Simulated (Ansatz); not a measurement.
# FeNiPt2: the cost of one run

Computed with Ansatz 0.2.0 (DFT PBEsol, with the methods named in each step, unless a step's input says otherwise).

## Step 1: The structure to begin with

Symmetry: P4/mmm, No. 123, tetragonal system. The conventional cell has a = 3.858 Å, b = 3.858 Å, c = 3.640 Å, α = 90.00°, β = 90.00°, γ = 90.00°. Fe (site symmetry 4/mmm) has 8 Pt at 2.65 Å and 4 Ni at 2.73 Å in its first shell of neighbours. Ni (site symmetry 4/mmm) has 8 Pt at 2.65 Å and 4 Fe at 2.73 Å in its first shell of neighbours. Pt (site symmetry mmm) is surrounded by 4 Fe at 2.65 Å and 4 Ni at 2.65 Å and 4 Pt at 2.73 Å.

Coordinates:

```cif
data_structure
_symmetry_space_group_name_H-M 'P 1'
_symmetry_Int_Tables_number 1
_cell_length_a 3.8579
_cell_length_b 3.8579
_cell_length_c 3.6396
_cell_angle_alpha 90.000
_cell_angle_beta 90.000
_cell_angle_gamma 90.000
_cell_volume 54.17
loop_
_atom_site_label
_atom_site_type_symbol
_atom_site_fract_x
_atom_site_fract_y
_atom_site_fract_z
_atom_site_occupancy
Fe1 Fe 0.00000 0.00000 0.00000 1
Ni1 Ni 0.50000 0.50000 0.00000 1
Pt1 Pt 0.50000 0.00000 0.50000 1
Pt2 Pt 0.00000 0.50000 0.50000 1
```

Atoms are numbered in the order of the input: Fe1, Ni2, Pt3, Pt4.

## Step 2: Free moments, LAPW

input.yaml reads:

```yaml
crystal:
  lattice:
    - [3.8579134, 0.0, 0.0]
    - [0.0, 3.8579134, 0.0]
    - [0.0, 0.0, 3.63962714]
  atoms:
    - { symbol: Fe, position: [0.0, 0.0, 0.0], spin: 3.0 }
    - { symbol: Ni, position: [0.5, 0.5, 0.0], spin: 1.5 }
    - { symbol: Pt, position: [0.5, 0.0, 0.5], spin: 0.6 }
    - { symbol: Pt, position: [0.0, 0.5, 0.5], spin: 0.6 }
magnetization:
  spin_polarized: true
kpoints:
  mp_grid: { grid: [8, 8, 8] }
scf:
  occupations: { method: fermi_dirac, width: 0.03 }
  lower_state_search: "off"
hamiltonian:
  xc: pbesol
  pseudopotentials: { kind: all_electron, lapw: { basis_error: 0.001 } }
output:
  forces: true
  stress: true
  eigenvalues: false
  populations: true
```

Started as:

```
ansatz run input.yaml --threads 2 --pin off --max-ram 6144MiB --backend cpu --events-out ev --progress --plain --runs-dir out
```

**Question.** How long does this run take on 2 threads of Intel Xeon Platinum 8124M at 3.00GHz (Skylake/Cascade Lake), shared host, and how much memory does it need?

About 3.3 min, with a peak of 1.7 GiB.
